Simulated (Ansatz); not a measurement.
Runs of Ansatz 0.2.0 on ScTaN. Symmetry: P-3m1, No. 164, trigonal system. The conventional cell has a = 3.085 Å, b = 3.085 Å, c = 10.340 Å, α = 90.00°, β = 90.00°, γ = 120.00°. Ta (site symmetry 3m) has 3 N at 2.20 Å as nearest neighbours. Around Sc (site symmetry -3m) lie 6 Sc at 3.09 Å and 6 Ta at 3.10 Å. Around Sc (site symmetry -3m) lie 6 N at 2.23 Å. Around N (site symmetry 3m) lie 3 Ta at 2.20 Å and 3 Sc at 2.23 Å. The cell comes from a database or a generator and needn't be the stable form of this composition.

```csv
potentials or basis,cutoff (eV),gap on the mesh (eV),pressure (GPa),largest force (eV/Å)
Ansatz PAW earlier set,870,none,-0.4,0.03
PseudoDojo stringent (PBE files),1796,none,-0.6,0.03
Ansatz PAW earlier set,920,none,-0.4,0.03
Ansatz PAW,420,none,(a),0.02
PseudoDojo standard (PBE files),1143,none,-0.6,0.03
```

Alike in all rows: task band structure; level PBE; no spin polarisation; cell as given; k mesh 10 × 10 × 3; smearing fermi-dirac 0.05 eV.

Task: Estimate the missing entries.

Result: (a) -0.5.

Caveats: spin-orbit coupling is left out, which moves the levels of the heavy elements.

A k mesh can miss the band edges, and the runs leave out spin-orbit coupling on Ta.

A gap of «none» marks a metal or a gap under the smearing width.

The runs don't all hold the same shells in valence.
